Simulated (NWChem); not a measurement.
**A workflow on the pair BH2ClO···SiO**

We compute the energy (singlet BSiH2ClO2, PBE-D3(BJ)/cc-pVDZ), then the energy (singlet BH2ClO, PBE-D3(BJ)/cc-pVDZ), then the energy (singlet SiO, PBE-D3(BJ)/cc-pVDZ), then a single-point energy (singlet BH2ClO, PBE-D3(BJ)/cc-pVDZ), then a single-point energy (singlet SiO, PBE-D3(BJ)/cc-pVDZ) of BClH2O2Si and its partners. 

The calculation is run with NWChem 7.3.0.

## 1. Starting point

The species is BSiH2ClO2 (7 atoms), meant as a singlet with charge 0. The two molecules were placed rigidly side by side, at 0.9 times their contact distance; the pair isn't optimised.

Bond lengths: O1–B2 1.340 Å, B2–Cl3 1.766 Å, O6–Si7 1.509 Å, O1–H4 0.963 Å, B2–H5 1.189 Å. Angles: O1–B2–Cl3 121.0°, O1–B2–H5 119.8°, Cl3–B2–H5 119.2°, B2–O1–H4 113.9°.

## 2. A single-point energy at PBE-D3(BJ)/cc-pVDZ (run 1)

File bclh2o2si.nw:

```
start bclh2o2si
title "BClH2O2Si PBE"
memory total 2200 mb
charge 0
geometry noautosym nocenter noautoz
  O     -0.873280    -0.603860     0.005380
  B      0.369020    -0.122460     0.146180
  Cl     0.778620     1.510740    -0.387020
  H     -1.487680     0.015940    -0.401420
  H      1.213320    -0.800360     0.636880
  O      3.555770    -0.079970     0.363020
  Si     4.662350     0.083220     1.375500
end
basis spherical bse
  * library cc-pVDZ
end
dft
  xc xpbe96 cpbe96
  mult 1
  disp vdw 4
  grid fine
  convergence energy 1e-08
  maxiter 100
  mulliken
  print low
end
task dft energy
```

Run with:

```console
nwchem bclh2o2si.nw > bclh2o2si.out
```

The program printed:

```text
[...]
 d= 0,ls=0.0,diis     1   -925.5237041893 -1.14D+03  3.32D-02  1.74D+00     4.6
[...]
 d= 0,ls=0.0,diis    12   -925.7578316303 -6.87D-09  5.27D-07  4.80D-09    38.9
         Total DFT energy =     -925.757831630290
      One electron energy =    -1701.973295694212
           Coulomb energy =      634.383308928908
    Exchange-Corr. energy =      -70.605641059239
 Nuclear repulsion energy =      212.442663819986
    Dispersion correction =       -0.004867625733
[...]
      Total Density - Mulliken Population Analysis
     ---------------------------------------------
    Atom       Charge   Shell Charges
 -----------   ------   -------------------------------------------------------
    1 O    8     8.01   2.01  0.85  0.76  2.89  1.50  0.01
    2 B    5     5.03   2.02  0.61  0.26  1.56  0.37  0.20
    3 Cl  17    17.12   2.00  2.03  0.96  0.91  6.01  3.09  2.11  0.02
    4 H    1     0.86   0.69  0.08  0.08
    5 H    1     1.01   0.74  0.25  0.02
    6 O    8     8.30   2.01  0.87  0.94  2.76  1.71  0.01
    7 Si  14    13.67   2.00  2.03  0.97  0.85  6.01  1.08  0.53  0.19
[...]
```

Run time: 40 s. Hardware: 1 thread of Intel Xeon Platinum 8488C (Sapphire Rapids), shared host; peak memory 0.12 GiB.

## 3. BH2ClO: a single-point energy at PBE-D3(BJ)/cc-pVDZ (run 2)

File work.nw:

```
start work
title "BClH2O energy"
memory 2200 mb

geometry units au noautosym nocenter noautoz
  O  -1.65026003 -1.14113002  0.01016673
  B   0.69734673 -0.23141586  0.27624016
  Cl  1.47137856  2.85488485 -0.73136180
  H  -2.81130776  0.03012223 -0.75857386
  H   2.29284250 -1.51246120  1.20352877
end

basis spherical bse
  * library cc-pVDZ
end

dft
  xc xpbe96 cpbe96
  disp vdw 4
  grid fine
  convergence energy 1e-08
  maxiter 100
  mulliken
  noprint "final vectors analysis"
end

task dft energy
```

Run with:

```console
nwchem work.nw > work.out
```

The program printed:

```text
[...]
          Wavefunction type:  closed shell.
          No. of atoms     :     5
          No. of electrons :    32
[...]
          Charge           :     0
          Spin multiplicity:     1
[...]
          AO basis - number of functions:    56
[...]
              XC Information
              --------------
          PerdewBurkeErnzerhof Exchange Functional  1.000
            Perdew 1991 LDA Correlation Functional  1.000 local
           PerdewBurkeErnz. Correlation Functional  1.000 non-local
[...]
 d= 0,ls=0.0,diis     1   -561.1934045369 -6.46D+02  2.08D-02  6.00D-01     1.7
[...]
 d= 0,ls=0.0,diis    11   -561.2627242907 -1.58D-10  1.63D-07  1.66D-10    17.0
         Total DFT energy =     -561.262724290665
      One electron energy =     -941.593867519326
           Coulomb energy =      336.985296566480
    Exchange-Corr. energy =      -41.373272203764
 Nuclear repulsion energy =       84.721670099871
    Dispersion correction =       -0.002551233926
[...]
      Total Density - Mulliken Population Analysis
     ---------------------------------------------
    Atom       Charge   Shell Charges
 -----------   ------   -------------------------------------------------------
    1 O    8     8.00   2.01  0.85  0.76  2.89  1.49  0.01
    2 B    5     5.02   2.02  0.61  0.26  1.57  0.36  0.21
    3 Cl  17    17.11   2.00  2.03  0.96  0.91  6.01  3.09  2.10  0.02
    4 H    1     0.85   0.69  0.08  0.08
    5 H    1     1.02   0.75  0.25  0.01
[...]
```

It took 18 s on 1 thread of Intel Xeon Platinum 8488C (Sapphire Rapids), shared host; peak memory 0.12 GiB.

## 4. SiO: the energy at PBE-D3(BJ)/cc-pVDZ (run 3)

File m1.nw:

```
start m1
title "OSi"
memory 2200 mb
charge 0

geometry noautosym nocenter noautoz
   O      3.555770    -0.079970     0.363020
   Si     4.662350     0.083220     1.375500
end

basis spherical bse
   O library cc-pVDZ
   Si library cc-pVDZ
end

dft
   xc xpbe96 cpbe96
   disp vdw 4
   grid fine
   convergence energy 1e-08
   maxiter 100
   mulliken
   noprint "final vectors analysis"
end

task dft energy
```

Run with:

```console
nwchem m1.nw > m1.out
```

The program printed:

```text
[...]
          Wavefunction type:  closed shell.
          No. of atoms     :     2
          No. of electrons :    22
[...]
          Charge           :     0
          Spin multiplicity:     1
[...]
          AO basis - number of functions:    32
[...]
              XC Information
              --------------
          PerdewBurkeErnzerhof Exchange Functional  1.000
            Perdew 1991 LDA Correlation Functional  1.000 local
           PerdewBurkeErnz. Correlation Functional  1.000 non-local
[...]
 d= 0,ls=0.0,diis     1   -364.3246243050 -4.04D+02  8.32D-02  1.16D+00     1.2
[...]
 d= 0,ls=0.0,diis    10   -364.4933683509 -8.51D-09  1.98D-07  1.79D-10     4.9
         Total DFT energy =     -364.493368350887
      One electron energy =     -582.978531527020
           Coulomb energy =      208.431762214150
    Exchange-Corr. energy =      -29.229217431449
 Nuclear repulsion energy =       39.283274251530
    Dispersion correction =       -0.000655858098
[...]
      Total Density - Mulliken Population Analysis
     ---------------------------------------------
    Atom       Charge   Shell Charges
 -----------   ------   -------------------------------------------------------
    1 O    8     8.32   2.01  0.87  0.93  2.76  1.74  0.01
    2 Si  14    13.68   2.00  2.03  0.97  0.86  6.01  1.07  0.54  0.19
[...]
```

Run time: 5.7 s. Hardware: 1 thread of Intel Xeon Platinum 8488C (Sapphire Rapids), shared host; peak memory 0.11 GiB.

## 5. BH2ClO among ghost functions: the energy at PBE-D3(BJ)/cc-pVDZ (with ghost functions) (run 4)

File run.nw:

```
start run
memory stack 880 mb heap 220 mb global 1100 mb
geometry units atomic noautosym nocenter noautoz
   O   -1.65026003  -1.14113002   0.01016673
   B    0.69734673  -0.23141586   0.27624016
   Cl   1.47137856   2.85488485  -0.73136180
   H   -2.81130776   0.03012223  -0.75857386
   H    2.29284250  -1.51246120   1.20352877
   bqO      6.719431    -0.151121     0.686008
   bqSi     8.810565     0.157263     2.599318
end
basis spherical bse
   O library cc-pVDZ
   B library cc-pVDZ
   Cl library cc-pVDZ
   H library cc-pVDZ
   bqO library O cc-pVDZ
   bqSi library Si cc-pVDZ
end
dft
   xc xpbe96 cpbe96
   disp vdw 4
   grid fine
   convergence energy 1e-08
   maxiter 100
   mulliken
   print low
end
task dft energy
```

Run with:

```console
nwchem run.nw > run.out
```

The program printed:

```text
[...]
 d= 0,ls=0.0,diis     1   -561.1937070773 -6.46D+02  1.33D-02  6.01D-01     7.9
[...]
 d= 0,ls=0.0,diis    11   -561.2630657661 -1.73D-10  1.06D-07  1.71D-10    46.9
         Total DFT energy =     -561.263065766140
      One electron energy =     -941.580519707627
           Coulomb energy =      336.970648262957
    Exchange-Corr. energy =      -41.372313187414
 Nuclear repulsion energy =       84.721670099871
    Dispersion correction =       -0.002551233926
[...]
      Total Density - Mulliken Population Analysis
     ---------------------------------------------
    Atom       Charge   Shell Charges
 -----------   ------   -------------------------------------------------------
    1 O    8     8.00   2.01  0.85  0.76  2.89  1.49  0.01
    2 B    5     5.02   2.02  0.61  0.26  1.57  0.36  0.21
    3 Cl  17    17.11   2.00  2.03  0.96  0.91  6.01  3.09  2.10  0.02
    4 H    1     0.85   0.69  0.08  0.08
    5 H    1     1.01   0.75  0.25  0.01
    6 X    0     0.00   0.00  0.00 -0.00 -0.00  0.00  0.00
    7 X    0     0.00  -0.00 -0.00 -0.00  0.00  0.00 -0.00  0.00  0.00
[...]
```

It took 47 s on 1 thread of Intel Xeon Platinum 8488C (Sapphire Rapids), shared host; peak memory 0.12 GiB.

## 6. SiO among ghost functions: a single-point energy at PBE-D3(BJ)/cc-pVDZ (with ghost functions) (run 5)

File osi.nw:

```
start osi
title "OSi"
memory total 2200 mb

geometry units angstroms noautosym nocenter noautoz
O     3.555770   -0.079970    0.363020
Si    4.662350    0.083220    1.375500
bqO     -0.873280    -0.603860     0.005380
bqB      0.369020    -0.122460     0.146180
bqCl     0.778620     1.510740    -0.387020
bqH     -1.487680     0.015940    -0.401420
bqH      1.213320    -0.800360     0.636880
end

basis spherical bse
O library cc-pVDZ
Si library cc-pVDZ
bqO library O cc-pVDZ
bqB library B cc-pVDZ
bqCl library Cl cc-pVDZ
bqH library H cc-pVDZ
end

dft
xc xpbe96 cpbe96
disp vdw 4
grid fine
convergence energy 1e-08
iterations 100
mulliken
print low
end

task dft energy
```

Run with:

```console
nwchem osi.nw > osi.out
```

The program printed:

```text
[...]
 d= 0,ls=0.0,diis     1   -364.3286725746 -4.04D+02  3.05D-02  1.16D+00     5.4
[...]
 d= 0,ls=0.0,diis    10   -364.4961315054 -8.16D-09  2.45D-07  4.02D-10    41.5
         Total DFT energy =     -364.496131505362
      One electron energy =     -582.911999243746
           Coulomb energy =      208.356364700532
    Exchange-Corr. energy =      -29.223115355580
 Nuclear repulsion energy =       39.283274251530
    Dispersion correction =       -0.000655858098
[...]
      Total Density - Mulliken Population Analysis
     ---------------------------------------------
    Atom       Charge   Shell Charges
 -----------   ------   -------------------------------------------------------
    1 O    8     8.30   2.01  0.87  0.94  2.76  1.71  0.01
    2 Si  14    13.67   2.00  2.03  0.98  0.85  6.01  1.07  0.53  0.19
    3 X    0     0.00  -0.00 -0.00  0.00 -0.00  0.00 -0.00
    4 X    0     0.01  -0.00 -0.00  0.00 -0.00  0.01  0.00
    5 X    0     0.00  -0.00 -0.00 -0.00 -0.00 -0.00 -0.00  0.00  0.00
    6 X    0     0.00   0.00  0.00 -0.00
    7 X    0     0.02  -0.00  0.02  0.00
[...]
```

Run time: 42 s. Hardware: 1 thread of Intel Xeon Platinum 8488C (Sapphire Rapids), shared host; peak memory 0.12 GiB.

## 7. Summary of results

| quantity | value |
| --- | --- |
| run 1, PBE-D3(BJ)/cc-pVDZ: total energy | -925.75783 Eh |
| run 1, PBE-D3(BJ)/cc-pVDZ: dispersion energy | -12.78 kJ/mol |
| BH2ClO: total energy | -561.26272 Eh |
| BH2ClO: dipole moment | 1.38 D |
| BH2ClO: dispersion energy | -6.70 kJ/mol |
| SiO: total energy | -364.49337 Eh |
| SiO: dipole moment | 2.39 D |
| SiO: dispersion energy | -1.72 kJ/mol |
| BH2ClO among ghost functions: total energy | -561.26307 Eh |
| BH2ClO among ghost functions: dispersion energy | -6.70 kJ/mol |
| SiO among ghost functions: total energy | -364.49613 Eh |
| SiO among ghost functions: dispersion energy | -1.72 kJ/mol |
| interaction energy of the rigid parts BH2ClO and SiO (parts in their own basis; closest atoms 2.47 Å apart) | -0.047 eV |
| interaction energy of the rigid parts BH2ClO and SiO (parts in the whole basis, counterpoise; closest atoms 2.47 Å apart) | 0.037 eV |

What this shows: The interaction energy of the rigid parts BH2ClO and SiO (parts in their own basis; closest atoms 2.47 Å apart) is −0.05 eV (−1.1 kcal/mol). Without counterpoise this holds the superposition error of the basis. The interaction energy of the rigid parts BH2ClO and SiO (parts in the whole basis, counterpoise; closest atoms 2.47 Å apart) is 0.04 eV (0.9 kcal/mol): the parts repel at this shape. The basis-set superposition error is 8.2 kJ/mol. It is larger than the uncorrected attraction, which is thus an artefact of the basis. Mulliken charges (BH2ClO) run from -0.11 on Cl3 to +0.15 on H4; they depend strongly on the basis.
